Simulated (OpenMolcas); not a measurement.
# One shape, several levels: triplet InCNClF

Aim: a comparison of 6 runs (U-r2SCAN/def2-SVP, UBHLYP/def2-SVP, UBLYP/def2-SVP, UPBE/def2-SVP, UPBE0/def2-SVP, UTPSS/def2-SVP) of triplet InCNClF. 

The calculation is run with OpenMolcas 26.06.

1 further run of the same task is left out (set aside as unsound or not needed).

## Step 1: Starting point

InCNClF: 5 atoms, total charge 0, spin state triplet. SMILES of the parent species: `N#[C][In]([F])[Cl]`. Geometry: relaxed at PBE0-D4/def2-TZVP. That shape belongs to the parent species and isn't relaxed for this state.

Bond lengths: N1–C2 1.152 Å, C2–In3 2.082 Å, In3–F4 1.924 Å, In3–Cl5 2.280 Å. Angles: N1–C2–In3 178.9°, C2–In3–F4 118.2°, C2–In3–Cl5 125.8°, F4–In3–Cl5 115.9°.

## Step 2: A single-point energy at U-r2SCAN/def2-SVP (core potential) (run 1)

job.inp

```
&GATEWAY
  BasLib=$CurrDir
  Coord
  5
  angstrom
  N       -1.392600       1.451400       1.648800
  C       -0.781900       0.784400       0.934900
  In       0.330400      -0.389600      -0.376400
  F        0.434400      -2.280900      -0.039700
  Cl       1.459700       0.361000      -2.209100
  Basis=def2-SVP
  Group=NoSym

&SEWARD
  GridInput
  Grid=UltraFine
  End of Grid

&SCF
  UHF
  Spin=3
  KSDFT=2
  1.0 MGGA_X_R2SCAN
  1.0 MGGA_C_R2SCAN
  Thresholds=1e-10 1e-07 1e-07 1e-05
  PrOrbitals=1 1
```

The basis set def2-SVP is read from a file made from the Basis Set Exchange's data (not shown).

Launch:

```bash
$ export MOLCAS_MEM=1860
$ pymolcas job.inp > job.log
```

The log of the run:

```text
--- Start Module: gateway ---
[...]
--- Stop Module: gateway /rc=_RC_ALL_IS_WELL_ ---
--- Start Module: seward ---
[...]
      Basis functions           86
--- Stop Module: seward /rc=_RC_ALL_IS_WELL_ ---
[...]
--- Start Module: scf ---
[...]
       Convergence after  41 Iterations
[...]
::    Total KS-DFT energy                            -842.5380208419
[...]
      Total spin, S                                     1.0020422770
[...]
      Total electronic charge=   60.000000
      Total            charge=   -0.000000
[...]
      Dipole Moment (debye):
      Origin of the operator (angstrom)=    0.3509   -0.2347   -0.4462
                   X=  9.9719E-01               Y=  6.9783E-01               Z= -1.6302E+00           Total=  2.0345E+00
      Quadrupole Moment (debye*angstrom):
[...]
--- Stop Module: scf /rc=_RC_ALL_IS_WELL_ ---
[...]
```

It took 56 s on 1 thread of Intel Xeon 6975P-C (Granite Rapids), shared host; peak memory 0.47 GiB.

## Step 3: A single-point energy at UBHLYP/def2-SVP (core potential) (run 2)

input.xyz

```xyz
5

N     -1.392600     1.451400     1.648800
C     -0.781900     0.784400     0.934900
In     0.330400    -0.389600    -0.376400
F      0.434400    -2.280900    -0.039700
Cl     1.459700     0.361000    -2.209100
```

job.input

```
* CClFInN Kohn-Sham DFT

&GATEWAY
  BasLib = $CurrDir
  Coord = input.xyz
  Basis = def2-SVP
  Group = NoSym

&SEWARD
  GridInput
  Grid=UltraFine
  End of Grid

&SCF
  UHF
  Spin = 3
  KSDFT = HYB_GGA_XC_BHANDHLYP
  Thresholds = 1e-10 1e-07 1e-07 1e-05
  PrOrbitals = 1 2
```

The basis set def2-SVP is read from a file made from the Basis Set Exchange's data (not shown).

Launch:

```bash
$ export MOLCAS_MEM=1860
$ pymolcas job.input > job.log
```

The log of the run:

```text
--- Start Module: gateway ---
[...]
--- Stop Module: gateway /rc=_RC_ALL_IS_WELL_ ---
--- Start Module: seward ---
[...]
      Basis functions           86
--- Stop Module: seward /rc=_RC_ALL_IS_WELL_ ---
[...]
--- Start Module: scf ---
[...]
       Convergence after  54 Iterations
[...]
::    Total KS-DFT energy                            -842.4001806285
[...]
      Total spin, S                                     1.0035120793
[...]
      Total electronic charge=   60.000000
      Total            charge=   -0.000000
[...]
      Dipole Moment (debye):
      Origin of the operator (angstrom)=    0.3509   -0.2347   -0.4462
                   X=  3.3837E+00               Y=  1.4906E+00               Z= -5.2963E+00           Total=  6.4593E+00
      Quadrupole Moment (debye*angstrom):
[...]
--- Stop Module: scf /rc=_RC_ALL_IS_WELL_ ---
[...]
```

Wall time 51 s (1 thread of Intel Xeon 6975P-C (Granite Rapids), shared host); peak memory 0.47 GiB.

Runs 3 to 5 aren't shown in full; the table further down has their settings and results.

## Step 4: A single-point energy at UTPSS/def2-SVP (core potential) (run 6)

mol.xyz

```xyz
5

N     -1.392600     1.451400     1.648800
C     -0.781900     0.784400     0.934900
In     0.330400    -0.389600    -0.376400
F      0.434400    -2.280900    -0.039700
Cl     1.459700     0.361000    -2.209100
```

test.input

```
>>> EXPORT MOLCAS_PRINT=2

&GATEWAY
  BasLib
  $CurrDir
  Coord
  mol.xyz
  Basis
  def2-SVP
  Group
  NoSym

&SEWARD
  GridInput
  Grid=UltraFine
  End of Grid

&SCF
  UHF
  Spin
  3
  KSDFT
  2
  1.0 MGGA_X_TPSS
  1.0 MGGA_C_TPSS
  Thresholds
  1e-10 1e-07 1e-07 1e-05
  PrOrbitals
  1
```

The basis set def2-SVP is read from a file made from the Basis Set Exchange's data (not shown).

Launch:

```bash
$ export MOLCAS_MEM=1860
$ pymolcas test.input > test.log
```

The log of the run:

```text
--- Start Module: gateway ---
[...]
--- Stop Module: gateway /rc=_RC_ALL_IS_WELL_ ---
--- Start Module: seward ---
[...]
      Basis functions           86
--- Stop Module: seward /rc=_RC_ALL_IS_WELL_ ---
[...]
--- Start Module: scf ---
[...]
       Convergence after  48 Iterations
[...]
::    Total KS-DFT energy                            -842.5636739765
[...]
      Total spin, S                                     1.0011466770
[...]
      Total electronic charge=   60.000000
      Total            charge=   -0.000000
[...]
      Dipole Moment (debye):
      Origin of the operator (angstrom)=    0.3509   -0.2347   -0.4462
                   X=  8.4738E-01               Y=  6.3528E-01               Z= -1.3950E+00           Total=  1.7514E+00
      Quadrupole Moment (debye*angstrom):
[...]
--- Stop Module: scf /rc=_RC_ALL_IS_WELL_ ---
[...]
```

Wall time 67 s (1 thread of Intel Xeon 6975P-C (Granite Rapids), shared host); peak memory 0.47 GiB.

## Step 5: Overview of the runs

```tsv
run	level	energy (Eh)	dipole moment (D)	HOMO energy (eV)	⟨S²⟩	wall time
1	U-r2SCAN/def2-SVP (core potential)	-842.538021	2.03	-3.71	2.006	56 s
2	UBHLYP/def2-SVP (core potential)	-842.400181	6.46	-5.27	2.011	51 s
3	UBLYP/def2-SVP (core potential)	-842.529865	1.91	-3.32	2.002	94 s
4	UPBE/def2-SVP (core potential)	-842.212855	1.76	-3.46	2.002	77 s
5	UPBE0/def2-SVP (core potential)	-842.221736	3.78	-4.45	2.008	36 s
6	UTPSS/def2-SVP (core potential)	-842.563674	1.75	-3.49	2.003	67 s
```

## Step 6: Results

| quantity | value |
| --- | --- |
| run 6: total energy | -842.56367 Eh |
| run 6: dipole moment | 1.75 D |
| run 6: HOMO energy (highest over α and β) | -3.49 eV |
| run 6: ⟨S²⟩ | 2.003 |

In words: The dipole moment (its size) runs from 1.75 D (UTPSS/def2-SVP) to 6.46 D (UBHLYP/def2-SVP). Totals of different functionals can't be ranked against each other. All runs together took 6.4 min, the longest 94 s.
